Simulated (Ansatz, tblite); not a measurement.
# The cluster Mo₇+: rung by rung

Aim: run the doublet of the cluster Mo₇+ at one geometry on many levels, and compare frontier levels, spin and run time.

The runs use Ansatz 0.2.0, Gaussian basis; as each input shows.

Plan: GFN1-xTB, GFN2-xTB, PBE-D4/def2-TZVP, r2SCAN-D4/def2-TZVP, LC-ωPBE/def2-TZVP, HF/def2-TZVP, PBE-D4/def2-SVP, PBE0-D4/def2-SVP, MP2/def2-TZVP, RPA/def2-TZVP.

8 further runs of the same task are left out: 6 that didn't finish, 2 set aside as unsound or not needed. Runs told in other sessions of the task aren't counted.

## Step 1: The geometry

The doublet was relaxed beforehand with PBE-D4/def2-SVP. It is a higher isomer from a search, not the lowest found.

7 atoms, charge 1, spin multiplicity 2.

Bond lengths: Mo1–Mo2 3.594 Å, Mo1–Mo3 2.278 Å, Mo1–Mo4 2.807 Å, Mo1–Mo5 2.541 Å, Mo1–Mo7 2.434 Å, Mo2–Mo3 2.894 Å, Mo2–Mo4 2.540 Å, Mo2–Mo5 2.305 Å, Mo2–Mo6 2.413 Å, Mo2–Mo7 2.847 Å, Mo3–Mo4 2.278 Å, Mo3–Mo5 2.896 Å, Mo3–Mo7 3.587 Å, Mo4–Mo5 3.596 Å, Mo4–Mo7 2.435 Å, Mo5–Mo6 2.411 Å, Mo5–Mo7 2.847 Å, Mo6–Mo7 2.446 Å. Angles: Mo2–Mo1–Mo3 53.5°, Mo2–Mo1–Mo4 44.7°, Mo2–Mo1–Mo5 39.7°, Mo2–Mo1–Mo7 52.2°, Mo3–Mo1–Mo4 52.0°, Mo3–Mo1–Mo5 73.7°, Mo3–Mo1–Mo7 99.1°, Mo4–Mo1–Mo5 84.3°, Mo4–Mo1–Mo7 54.8°, Mo5–Mo1–Mo7 69.8°, Mo1–Mo2–Mo3 39.3°, Mo1–Mo2–Mo4 51.0°, Mo1–Mo2–Mo5 44.7°, Mo1–Mo2–Mo6 80.8°, Mo1–Mo2–Mo7 42.4°, Mo3–Mo2–Mo4 49.0°, Mo3–Mo2–Mo5 66.6°, Mo3–Mo2–Mo6 119.2° and more.

Mo takes a core potential in the def2 sets. No spin-orbit coupling is included. The ion is computed in the gas phase, without counter-ions or solvent.

PBE0-D4/def2-TZVP was run before; its log isn't repeated, and its numbers join the tables.

## Step 2: GFN1-xTB

Tight binding, by tblite at 300 K electronic temperature and without a spin-polarisation term:

```python
tblite.interface.Calculator('GFN1-xTB', numbers, positions, charge=1, uhf=1).singlepoint()
```

Energy -394.9210 eV; 0.011 s.

## Step 3: GFN2-xTB

Tight binding, by tblite at 300 K electronic temperature and without a spin-polarisation term:

```python
tblite.interface.Calculator('GFN2-xTB', numbers, positions, charge=1, uhf=1).singlepoint()
```

Energy -383.9201 eV; 0.027 s.

## Step 4: PBE-D4/def2-TZVP

start.molden holds the orbitals of an earlier run on this state, given as this run's starting guess.

in.yaml

```yaml
crystal:
  periodic: [false, false, false]
  atoms:
    - {symbol: Mo, position_ang: [0.802170, 0.993452, -1.497389]}
    - {symbol: Mo, position_ang: [-0.155646, -0.761303, 1.489716]}
    - {symbol: Mo, position_ang: [1.711080, 1.252737, 0.575480]}
    - {symbol: Mo, position_ang: [-0.503376, 1.682250, 0.889893]}
    - {symbol: Mo, position_ang: [0.915832, -1.328047, -0.470972]}
    - {symbol: Mo, position_ang: [-1.346950, -2.088647, -0.135604]}
    - {symbol: Mo, position_ang: [-1.423099, 0.249558, -0.851124]}
basis:
  gaussian: {orbitals: def2-TZVP, initial_orbitals: start.molden}
total_charge: 1
magnetization: {spin_polarized: true, initial_magnetization: 1}
hamiltonian: {xc: pbe, dispersion: d4}
scf: {omitted_lower_state_checks: [starts]}
output: {forces: true, orbitals: {seedname: orbitals}}
```

Command:

```
ansatz run in.yaml --threads 4 --pin off --events-out ev --progress --plain --max-ram 4787MiB
```

The runs that follow: r2SCAN-D4/def2-TZVP; LC-ωPBE/def2-TZVP; HF/def2-TZVP; PBE-D4/def2-SVP; PBE0-D4/def2-SVP; MP2/def2-TZVP; RPA/def2-TZVP.

**Question.** What will the summary of the whole plan be? Wanted: gap in def2-TZVP, named functionals and Hartree-Fock, smallest and largest; correlation energy, MP2/def2-TZVP; ⟨S²⟩ in def2-TZVP, named functionals and Hartree-Fock, smallest and largest; PBE0 total energy, smallest basis above largest.

The runs gave:

| quantity | value |
| --- | --- |
| gap in def2-TZVP, named functionals and Hartree-Fock, smallest and largest | 0.45 eV (PBE-D4), 5.58 eV (LC-ωPBE) |
| correlation energy, MP2/def2-TZVP | -74.61 eV |
| ⟨S²⟩ in def2-TZVP, named functionals and Hartree-Fock, smallest and largest | 0.783, 13.147 |
| PBE0 total energy, smallest basis above largest | 4.46 eV (def2-SVP, def2-TZVP) |

In words: Over the named functionals and Hartree-Fock in def2-TZVP the gap runs from 0.45 eV (PBE-D4) to 5.58 eV (LC-ωPBE); exact exchange widens it. Over the named functionals and Hartree-Fock in def2-TZVP spin contamination reaches 12.40 (HF), so some levels may describe another state.
